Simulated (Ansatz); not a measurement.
# BAs2: the cost of one run

Program: Ansatz 0.2.0. Level of theory: DFT PBE, scalar-relativistic, plane waves, PAW. These are calculated values, not measurements.

## Step 1: The structure to begin with

Symmetry: P6/mmm, No. 191, hexagonal system. The conventional cell has a = 3.660 Å, b = 3.660 Å, c = 4.659 Å, α = 90.00°, β = 90.00°, γ = 120.00°. B (site symmetry 6/mmm) is surrounded by 12 As at 3.14 Å. As (site symmetry -6m2) has 3 As at 2.11 Å in its first shell of neighbours.

As a file:

```
CELL_PARAMETERS angstrom
3.65995 0.00000 0.00000
-1.82998 3.16961 0.00000
0.00000 0.00000 4.65865
ATOMIC_POSITIONS crystal
B 0.00000 0.00000 0.00000
As 0.33333 0.66667 0.50000
As 0.66667 0.33333 0.50000
```

A structure generator made this guess: random cell by space group and Wyckoff sites (P6/mmm, No. 191). Its size is a rough estimate.

## Step 2: The guess as it stands, on a coarse mesh

input.yaml

```yaml
crystal:
  lattice:
    - [3.65995021, 0.0, 0.0]
    - [-1.82997511, 3.16960986, 0.0]
    - [0.0, 0.0, 4.65864981]
  atoms:
    - { symbol: B, position: [0.0, 0.0, 0.0] }
    - { symbol: As, position: [0.33333333, 0.66666667, 0.5] }
    - { symbol: As, position: [0.66666667, 0.33333333, 0.5] }
basis:
  ecutwfc: 420
kpoints:
  mp_grid: { grid: [6, 6, 4] }
hamiltonian:
  xc: pbe
scf:
  occupations: { method: gaussian, width: 0.1 }
  lower_state_search: "off"
output:
  forces: true
  stress: true
  eigenvalues: true
```

Started as:

```sh
$ ansatz run input.yaml --threads 1 --pin off --max-ram 2560MiB --backend cpu --events-out ev --progress --plain --runs-dir out
```

Q: Estimate wall time and peak memory on 1 thread of Intel Xeon at 2.50GHz (Skylake/Cascade Lake), shared host.

About 2.6 s, with a peak of 0.33 GiB.
